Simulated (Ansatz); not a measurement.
**AlF3H4OSi: shape, modes and thermochemistry**

What shape does AlF3H4OSi take? The plan is to relax it, then compute its harmonic vibrations to see whether it is a minimum and to get the zero-point energy and entropy, and look at its orbitals and charge.

Method: RKS PBE0-D4/def2-TZVP; program: Ansatz 0.2.0, Gaussian basis.

The runs, in order: relaxation at PBE-D4/def2-SVP; relaxation at PBE0-D4/def2-TZVP; harmonic vibrations at the same level; a single point in def2-TZVPP for the fields.

**1. Where the work starts**

SMILES `[F][Al-]([F])([F])[OH+][SiH3]`, 10 atoms, charge 0, spin multiplicity 1.

Atoms are counted from 1 here; the program's logs count them from 0.

Bond lengths: F1–Al2 1.837 Å, Al2–F3 1.792 Å, Al2–F4 1.726 Å, Al2–O5 1.841 Å, O5–Si6 1.744 Å, O5–H7 0.965 Å, Si6–H8 1.482 Å, Si6–H9 1.460 Å, Si6–H10 1.500 Å. Angles: F1–Al2–F3 108.0°, F1–Al2–F4 111.5°, F1–Al2–O5 110.9°, F3–Al2–F4 107.8°, F3–Al2–O5 108.8°, F4–Al2–O5 109.7°, Al2–O5–Si6 106.5°, Al2–O5–H7 106.2°, Si6–O5–H7 104.7°, O5–Si6–H8 108.3°, O5–Si6–H9 111.5°, O5–Si6–H10 110.2°, H8–Si6–H9 109.9°, H8–Si6–H10 108.4°, H9–Si6–H10 108.5°.

As a file:

```mol
AlF3H4OSi
  3D, bonds by distance, orders not assigned

 10  9  0  0  0  0  0  0  0  0999 V2000
    0.5521   -1.9769    1.3299 F   0  0
    0.1933   -1.3671   -0.3656 Al  0  0
    1.0918   -2.3953   -1.5257 F   0  0
   -1.4869   -1.4918   -0.7417 F   0  0
    0.7474    0.3772   -0.5663 O   0  0
   -0.1782    1.3242    0.5693 Si  0  0
    0.4345    0.6618   -1.4340 H   0  0
    0.2427    2.7404    0.4470 H   0  0
   -1.6119    1.2080    0.3192 H   0  0
    0.0983    0.8682    1.9711 H   0  0
  1  2  8  0
  2  3  8  0
  2  4  8  0
  2  5  8  0
  5  6  8  0
  5  7  8  0
  6  8  8  0
  6  9  8  0
  6 10  8  0
M  END
```

The start is a force-field geometry with small random shifts, so a cheaper pass at PBE-D4/def2-SVP comes first.

**2. Relaxation at PBE-D4/def2-SVP (cheap first pass)**

Contents of in.yaml:

```yaml
crystal:
  periodic: [false, false, false]
  atoms:
    - {symbol: F, position_ang: [0.552100, -1.976900, 1.329900]}
    - {symbol: Al, position_ang: [0.193300, -1.367100, -0.365600]}
    - {symbol: F, position_ang: [1.091800, -2.395300, -1.525700]}
    - {symbol: F, position_ang: [-1.486900, -1.491800, -0.741700]}
    - {symbol: O, position_ang: [0.747400, 0.377200, -0.566300]}
    - {symbol: Si, position_ang: [-0.178200, 1.324200, 0.569300]}
    - {symbol: H, position_ang: [0.434500, 0.661800, -1.434000]}
    - {symbol: H, position_ang: [0.242700, 2.740400, 0.447000]}
    - {symbol: H, position_ang: [-1.611900, 1.208000, 0.319200]}
    - {symbol: H, position_ang: [0.098300, 0.868200, 1.971100]}
basis:
  gaussian: {orbitals: def2-SVP}
hamiltonian: {xc: pbe, dispersion: d4}
relax: {f_tol: 0.03, max_steps: 200}
```

Launch:

```
ansatz run in.yaml --threads 4 --pin off --events-out ev --progress --plain --max-ram 10444MiB
```

Standard output, shortened:

```text
Functional definition: PBE
  name "PBE"
  cite "Perdew, Burke & Ernzerhof, Phys. Rev. Lett. 77, 3865 (1996) doi:10.1103/PhysRevLett.77.3865"
  parent pbe
[...]
1208 factors; their error is unknown
[...]
mean field -24713.21622330 eV, -908.1939449867 hartree, gradient 2.5e-5 eV, S^2 0.000000; 0 other end points of the search recorded, 0 dependent functions left out
[...]
reference -24713.21626787 eV, -908.1939466246 hartree; 33, 33 occupied and 79, 79 virtual orbitals, 1208 factors
relax step   1: F+E_penalty+E_count = -24713.42251010 eV  Δ(F+E_penalty+E_count) = +0.000e0 eV  max|allowed force component| = 5.792e0 eV/Å  Δτ_max = 0.0000 Å  (27 SCF iters, accepted)
[...]
relax step   7: F+E_penalty+E_count = -24714.59329646 eV  Δ(F+E_penalty+E_count) = -2.008e-2 eV  max|allowed force component| = 1.043e-1 eV/Å  Δτ_max = 0.0972 Å  (27 SCF iters, accepted)
[...]
relax step  13: F+E_penalty+E_count = -24714.69624002 eV  Δ(F+E_penalty+E_count) = -8.796e-4 eV  max|allowed force component| = 6.564e-1 eV/Å  Δτ_max = 0.1452 Å  (27 SCF iters, accepted)
[...]
relax step  19: F+E_penalty+E_count = -24714.74319935 eV  Δ(F+E_penalty+E_count) = -2.867e-3 eV  max|allowed force component| = 1.974e-1 eV/Å  Δτ_max = 0.1222 Å  (27 SCF iters, accepted)
[...]
relax step  23: F+E_penalty+E_count = -24714.75166246 eV  Δ(F+E_penalty+E_count) = -2.285e-4 eV  max|allowed force component| = 4.521e-2 eV/Å  Δτ_max = 0.0289 Å  (28 SCF iters, accepted)
[...]
relax step  24: F+E_penalty+E_count = -24714.75188047 eV  Δ(F+E_penalty+E_count) = -2.180e-4 eV  max|allowed force component| = 3.735e-3 eV/Å  Δτ_max = 0.0193 Å  (28 SCF iters, accepted)
1208 factors; their error is unknown
[...]
mean field -24714.54469490 eV, -908.2427654177 hartree, gradient 1.2e-5 eV, S^2 0.000000; 1 other end points of the search recorded, 0 dependent functions left out
[...]
reference -24714.54474040 eV, -908.2427670895 hartree; 33, 33 occupied and 79, 79 virtual orbitals, 1208 factors
Total energy: -24714.75192597 eV, -908.2503810187 hartree
Atom 0 at     1.337430    -2.421961     0.607169 Å, force     0.000242     0.001532    -0.001579 eV/Å
Atom 1 at     0.224812    -1.608222    -0.342966 Å, force    -0.000206    -0.003112    -0.000299 eV/Å
Atom 2 at     0.168440    -2.019563    -1.964961 Å, force    -0.000779    -0.000331     0.000526 eV/Å
Atom 3 at    -1.249762    -1.178536     0.398236 Å, force     0.001671     0.001368    -0.000489 eV/Å
Atom 4 at     0.710603     0.241389    -0.282527 Å, force     0.002721     0.001006    -0.001306 eV/Å
Atom 5 at    -0.484312     1.329780     0.435564 Å, force    -0.003735     0.001800     0.002034 eV/Å
Atom 6 at     1.532637     0.631136    -0.632200 Å, force    -0.000343    -0.002033     0.002111 eV/Å
Atom 7 at     0.233842     2.644787     0.306777 Å, force     0.000695    -0.000261    -0.000723 eV/Å
Atom 8 at    -1.720419     1.341639    -0.394625 Å, force    -0.000064    -0.000141    -0.000226 eV/Å
Atom 9 at    -0.670172     0.988251     1.872733 Å, force    -0.000202     0.000173    -0.000051 eV/Å
Dipole moment:     0.205012     1.060782     0.058615 e Å
```

Wall time 32 s (4 threads of Arm Neoverse V1, shared host).

Step by step: (the energy doesn't fall at every step)

| step | energy from step 1 (eV) | largest force component (eV/Å) |
| --- | --- | --- |
| 1 | 0.0000 | 5.7922 |
| 2 | -0.8299 | 2.4267 |
| 3 | -1.0386 | 1.1519 |
| 4 | -1.1177 | 0.2538 |
| 5 | -1.1507 | 0.2402 |
| 6 | -1.1449 | 1.4167 |
| 7 | -1.1708 | 0.1043 |
| 8 | -1.1847 | 0.4261 |
| 9 | -1.2046 | 0.3204 |
| 10 | -1.2278 | 0.3873 |
| 11 | -1.2462 | 0.5560 |
| 12 | -1.2729 | 0.4891 |
| 13 | -1.2737 | 0.6564 |
| 14 | -1.3036 | 0.1609 |
| 15 | -1.3085 | 0.0911 |
| 16 | -1.3127 | 0.0596 |
| 17 | -1.3151 | 0.3484 |
| 18 | -1.3178 | 0.1750 |
| 19 | -1.3207 | 0.1974 |
| 20 | -1.3273 | 0.0607 |
| 21 | -1.3289 | 0.0366 |
| 22 | -1.3282 | 0.2719 |
| 23 | -1.3292 | 0.0452 |
| 24 | -1.3294 | 0.0037 |

Close pairs (by a distance rule), those that changed most:

| bond | before (Å) | after (Å) | change (Å) |
| --- | --- | --- | --- |
| F1–Al2 | 1.837 | 1.674 | -0.163 |
| Al2–F3 | 1.792 | 1.674 | -0.117 |
| Al2–O5 | 1.841 | 1.913 | +0.072 |
| Si6–H9 | 1.460 | 1.489 | +0.029 |
| O5–Si6 | 1.744 | 1.769 | +0.024 |
| Si6–H8 | 1.482 | 1.504 | +0.021 |
| Al2–F4 | 1.726 | 1.705 | -0.021 |
| Si6–H10 | 1.500 | 1.489 | -0.011 |

**3. Relaxation at PBE0-D4/def2-TZVP**

Contents of in.yaml:

```yaml
crystal:
  periodic: [false, false, false]
  atoms:
    - {symbol: F, position_ang: [1.337430, -2.421961, 0.607169]}
    - {symbol: Al, position_ang: [0.224812, -1.608222, -0.342966]}
    - {symbol: F, position_ang: [0.168440, -2.019563, -1.964961]}
    - {symbol: F, position_ang: [-1.249762, -1.178536, 0.398236]}
    - {symbol: O, position_ang: [0.710603, 0.241389, -0.282527]}
    - {symbol: Si, position_ang: [-0.484312, 1.329780, 0.435564]}
    - {symbol: H, position_ang: [1.532637, 0.631136, -0.632200]}
    - {symbol: H, position_ang: [0.233842, 2.644787, 0.306777]}
    - {symbol: H, position_ang: [-1.720419, 1.341639, -0.394625]}
    - {symbol: H, position_ang: [-0.670172, 0.988251, 1.872733]}
basis:
  gaussian: {orbitals: def2-TZVP}
hamiltonian: {xc: pbe0, dispersion: d4}
relax: {f_tol: 0.005, max_steps: 150}
```

The command is unchanged.

Standard output, shortened:

```text
Functional definition: PBE0
  name "PBE0"
  cite "Adamo & Barone, J. Chem. Phys. 110, 6158 (1999) doi:10.1063/1.478522"
  cite "Perdew, Burke & Ernzerhof, Phys. Rev. Lett. 77, 3865 (1996) doi:10.1103/PhysRevLett.77.3865"
  parent pbe
[...]
1342 factors; their error is unknown
[...]
mean field -24734.18370625 eV, -908.9644857729 hartree, gradient 4.3e-5 eV, S^2 0.000000; 0 other end points of the search recorded, 0 dependent functions left out
[...]
reference -24734.18374456 eV, -908.9644871808 hartree; 33, 33 occupied and 189, 189 virtual orbitals, 1342 factors
relax step   1: F+E_penalty+E_count = -24734.35928787 eV  Δ(F+E_penalty+E_count) = +0.000e0 eV  max|allowed force component| = 7.680e-1 eV/Å  Δτ_max = 0.0000 Å  (26 SCF iters, accepted)
[...]
Atom 0 at     1.367098    -2.347062     0.570880 Å, force     0.000040    -0.000435     0.000265 eV/Å
Atom 1 at     0.198747    -1.615419    -0.333687 Å, force     0.000108     0.001811     0.000178 eV/Å
Atom 2 at     0.208920    -1.955605    -1.947145 Å, force    -0.000318    -0.000426    -0.000223 eV/Å
Atom 3 at    -1.277678    -1.348046     0.388081 Å, force     0.000751    -0.000429    -0.000379 eV/Å
Atom 4 at     0.634613     0.228886    -0.250798 Å, force    -0.002109    -0.001189     0.000289 eV/Å
Atom 5 at    -0.454631     1.373331     0.427094 Å, force     0.001532     0.000039    -0.000761 eV/Å
Atom 6 at     1.468153     0.556073    -0.598855 Å, force    -0.000148     0.000943     0.000635 eV/Å
Atom 7 at     0.286184     2.649466     0.281311 Å, force     0.000067    -0.000047    -0.000018 eV/Å
Atom 8 at    -1.687232     1.375038    -0.377625 Å, force    -0.000093    -0.000106    -0.000247 eV/Å
Atom 9 at    -0.661075     1.032038     1.843944 Å, force     0.000168    -0.000161     0.000262 eV/Å
Dipole moment:     0.193223     1.155496     0.084278 e Å
```

Run time: 38 s. Hardware: 4 threads of Arm Neoverse V1, shared host; peak memory 0.64 GiB.

Along the way:

| step | energy from step 1 (eV) | largest force component (eV/Å) |
| --- | --- | --- |
| 1 | 0.0000 | 0.7680 |
| 2 | -0.0570 | 0.4450 |
| 3 | -0.0838 | 0.1234 |
| 4 | -0.0862 | 0.0782 |
| 5 | -0.0895 | 0.0492 |
| 6 | -0.0897 | 0.0641 |
| 7 | -0.0899 | 0.0137 |
| 8 | -0.0899 | 0.0096 |
| 9 | -0.0899 | 0.0021 |

Distances of close pairs at the start and the end, largest changes first:

| bond | before (Å) | after (Å) | change (Å) |
| --- | --- | --- | --- |
| O5–Si6 | 1.769 | 1.719 | -0.049 |
| Al2–F4 | 1.705 | 1.665 | -0.040 |
| F1–Al2 | 1.674 | 1.649 | -0.025 |
| Al2–F3 | 1.674 | 1.649 | -0.025 |
| Si6–H8 | 1.504 | 1.483 | -0.021 |
| Si6–H9 | 1.489 | 1.472 | -0.017 |
| Si6–H10 | 1.489 | 1.472 | -0.017 |
| Al2–O5 | 1.913 | 1.897 | -0.016 |

Mulliken charges of the relaxed molecule (report file):

| atom | value (e) |
| --- | --- |
| F1 | -0.37 |
| Al2 | 0.80 |
| F3 | -0.37 |
| F4 | -0.38 |
| O5 | -0.40 |
| Si6 | 0.32 |
| H7 | 0.36 |
| H8 | -0.01 |
| H9 | 0.02 |
| H10 | 0.02 |

**4. Vibrations by finite differences**

Contents of in.yaml:

```yaml
crystal:
  periodic: [false, false, false]
  atoms:
    - {symbol: F, position_ang: [1.367098, -2.347062, 0.570880]}
    - {symbol: Al, position_ang: [0.198747, -1.615419, -0.333687]}
    - {symbol: F, position_ang: [0.208920, -1.955605, -1.947145]}
    - {symbol: F, position_ang: [-1.277678, -1.348046, 0.388081]}
    - {symbol: O, position_ang: [0.634613, 0.228886, -0.250798]}
    - {symbol: Si, position_ang: [-0.454631, 1.373331, 0.427094]}
    - {symbol: H, position_ang: [1.468153, 0.556073, -0.598855]}
    - {symbol: H, position_ang: [0.286184, 2.649466, 0.281311]}
    - {symbol: H, position_ang: [-1.687232, 1.375038, -0.377625]}
    - {symbol: H, position_ang: [-0.661075, 1.032038, 1.843944]}
basis:
  gaussian: {orbitals: def2-TZVP}
hamiltonian: {xc: pbe0, dispersion: d4}
phonons: {temperatures: {t_min: 298.15, t_max: 900, t_step: 200}}
```

Launched as before.

Standard output, shortened:

```text
Functional definition: PBE0
  name "PBE0"
  cite "Adamo & Barone, J. Chem. Phys. 110, 6158 (1999) doi:10.1063/1.478522"
  cite "Perdew, Burke & Ernzerhof, Phys. Rev. Lett. 77, 3865 (1996) doi:10.1103/PhysRevLett.77.3865"
  parent pbe
[...]
1342 factors; their error is unknown
[...]
mean field -24734.27297347 eV, -908.9677662827 hartree, gradient 4.7e-5 eV, S^2 0.000000; 0 other end points of the search recorded, 0 dependent functions left out
[...]
reference -24734.27301188 eV, -908.9677676941 hartree; 33, 33 occupied and 189, 189 virtual orbitals, 1342 factors
[...]
1342 factors; their error is unknown
[...]
mean field -24734.27294202 eV, -908.9677651268 hartree, gradient 9.3e-7 eV, S^2 0.000000; 0 other end points of the search recorded, 0 dependent functions left out
[...]
Atom 2 at     0.208920    -1.955605    -1.947145 Å, force    -0.000365    -0.000446    -0.000143 eV/Å
Atom 3 at    -1.277678    -1.348046     0.388081 Å, force     0.000729    -0.000406    -0.000491 eV/Å
Atom 4 at     0.634613     0.228886    -0.250798 Å, force    -0.002084    -0.001251     0.000314 eV/Å
Atom 5 at    -0.454631     1.373331     0.427094 Å, force     0.001498    -0.000007    -0.000726 eV/Å
Atom 6 at     1.468153     0.556073    -0.598855 Å, force    -0.000161     0.000934     0.000634 eV/Å
Atom 7 at     0.286184     2.649466     0.281311 Å, force     0.000070    -0.000033    -0.000036 eV/Å
Atom 8 at    -1.687232     1.375038    -0.377625 Å, force    -0.000097    -0.000065    -0.000235 eV/Å
Atom 9 at    -0.661075     1.032038     1.843944 Å, force     0.000177    -0.000120     0.000300 eV/Å
Dipole moment:     0.193222     1.155491     0.084274 e Å
Vibrations: 42.40 66.88 91.89 191.35 195.20 226.98 255.91 280.59 324.36 473.10 670.28 697.67 709.06 775.51 880.28 900.65 946.77 955.03 962.93 1078.07 2249.89 2301.59 2318.58 3887.85 cm⁻¹, zero-point energy 1.331765 eV
```

It took 2.6 min on 4 threads of Arm Neoverse V1, shared host; peak memory 0.7 GiB.

Motions are named by where the mode's potential energy lies. Wavenumbers, unscaled:

| mode | cm⁻¹ | motion |
| --- | --- | --- |
| 1 | 42 | torsion |
| 2 | 67 | torsion with bend |
| 3 | 92 | bend |
| 4 | 191 | torsion |
| 5 | 195 | bend |
| 6 | 227 | torsion with bend |
| 7 | 256 | bend with torsion |
| 8 | 281 | bend with torsion |
| 9 | 324 | bend |
| 10 | 473 | Al–O stretch |
| 11 | 670 | Al–F stretch |
| 12 | 698 | bend |
| 13 | 709 | bend |
| 14 | 776 | Si–O stretch |
| 15 | 880 | Al–F stretch |
| 16 | 901 | Al–F stretch |
| 17 | 947 | bend with torsion |
| 18 | 955 | bend with torsion |
| 19 | 963 | bend |
| 20 | 1078 | bend |
| 21 | 2250 | Si–H stretch |
| 22 | 2302 | Si–H stretch |
| 23 | 2319 | Si–H stretch |
| 24 | 3888 | O–H stretch |

Ideal gas, rigid rotor and harmonic oscillator at 298.15 K and 1 bar, with symmetry number 1:

| term | value |
| --- | --- |
| zero-point energy | 128.5 kJ/mol |
| H(298) − E | 155.0 kJ/mol |
| entropy, translation | 169.8 J/(mol K) |
| entropy, rotation | 118.4 J/(mol K) |
| entropy, vibration | 110.5 J/(mol K) |
| entropy, total | 398.7 J/(mol K) |

**5. A single point for the fields**

Edit in.yaml of step 4 so:

```diff
@@ -14,4 +14,4 @@
 basis:
-  gaussian: {orbitals: def2-TZVP}
+  gaussian: {orbitals: def2-TZVPP}
 hamiltonian: {xc: pbe0, dispersion: d4}
-phonons: {temperatures: {t_min: 298.15, t_max: 900, t_step: 200}}
+output: {orbitals: {seedname: orbitals}}
```

Same command.

Standard output:

```text
Functional definition: PBE0
  name "PBE0"
  cite "Adamo & Barone, J. Chem. Phys. 110, 6158 (1999) doi:10.1063/1.478522"
  cite "Perdew, Burke & Ernzerhof, Phys. Rev. Lett. 77, 3865 (1996) doi:10.1103/PhysRevLett.77.3865"
  parent pbe
  parameter a = 0.25
  parameter kappa = 0.804
  parameter beta = 0.06672455060314922
  exchange = (1 - a)*pbe_x(kappa = kappa, mu = beta*pi^2/3) + a*exact_x
  correlation = pbe_c(beta = beta)
1446 factors; their error is unknown
mean field evaluation 1: about -24726.4664 eV, gradient 7.5e1 eV
mean field evaluation 2: about -24716.7781 eV, gradient 1.1e2 eV
mean field evaluation 4: about -24734.2660 eV, gradient 1.8e0 eV
mean field evaluation 8: about -24734.3356 eV, gradient 2.7e-2 eV
mean field -24734.33559648 eV, -908.9700676358 hartree, gradient 8.6e-5 eV, S^2 0.000000; 0 other end points of the search recorded, 0 dependent functions left out
reference -24734.33563473 eV, -908.9700690413 hartree; 33, 33 occupied and 231, 231 virtual orbitals, 1446 factors
Total energy: -24734.51188427 eV, -908.9765460926 hartree
```

Run time: 3.2 s. Hardware: 4 threads of Arm Neoverse V1, shared host; peak memory 0.74 GiB.

The fields below are evaluated on a grid from the run's orbitals.

Frontier orbitals at PBE0-D4/def2-TZVPP, with the share of their density that lies nearest to each atom:

| orbital | energy (eV) | lies on |
| --- | --- | --- |
| HOMO-1 | -10.57 | F1, F3 about 35 % each; F4 13 % |
| HOMO | -10.37 | H9, H10 about 24 % each; O5 15 %; F1, F3 about 12 % each |
| LUMO | -1.23 | H7 25 %; Si6 16 %; H8, H9, H10 about 13 % each |

ELF in a plane through or near 6 of the atoms.

Ten even steps from ' ' (0.00) to '@' (1.00):
```
                                                        
                                                        
                                                        
                                                        
                        ::++++::      ::++++..          
                      ..**@@@@**::  ==@@@@@@@@**..      
                      ::**@@@@**::  ##@@@@@@@@@@++      
                    ..++######**==..%%@@@@@@@@@@%%      
                      ##%%..--%%**..++@@@@@@@@@@##      
                ::++--==########::++==::%%@@@@**--      
                **++##  ::--==--  **##..::--::          
                --++::::::    ..  ::..  ..              
                  ..++%%##++..  ::--==--..              
                ==**%%++**##==    ::::::                
                --**%%**####==                          
                ..--**##**==::                          
                  ..::::::..                            
                                                        
                                                        
                                                        
```
The map spans 10.2 Å across and 8.6 Å up, centred on the molecule. Atoms in the plane (x, y in Å): Al2 (-1.6, -0.2), F4 (-0.9, -1.7), O5 (0.0, 0.7), Si6 (1.5, -0.1), H7 (0.0, 1.7), H8 (2.5, 1.0).

On the surface of density 0.002 e/bohr³ the electrostatic potential runs, from the 1st to the 99th percentile, from -1.52 V near F3 to 3.61 V near H7.

**6. Outcome**

```
                  quantity             value
               point group                Cs
                     steps            24 + 9
shift from the start (rms)           0.843 Å
              total energy    -24734.4493 eV
           dispersion term          -176 meV
             dipole moment            5.64 D
lowest, highest wavenumber     42, 3888 cm⁻¹
         zero-point energy      128.5 kJ/mol
       entropy at 298.15 K   398.7 J/(mol K)
                HOMO, LUMO  -10.37, -1.23 eV
```

The relaxed geometry lies 0.84 Å (rms) from the start; the bond that changed most is F1–Al2, from 1.837 to 1.649 Å. No mode is imaginary: a true minimum at this level. The stiffest mode, 3888 cm⁻¹, is an O–H stretch, and 5 modes under 200 cm⁻¹ make the vibrational entropy uncertain. Harmonic hybrid wavenumbers usually lie a few per cent above measured fundamentals. The largest Mulliken charge, +0.80 e, sits on Al2. The HOMO lies mostly on H9, H10 about 24 % each; O5 15 % and the LUMO on H7 25 %; Si6 16 %.
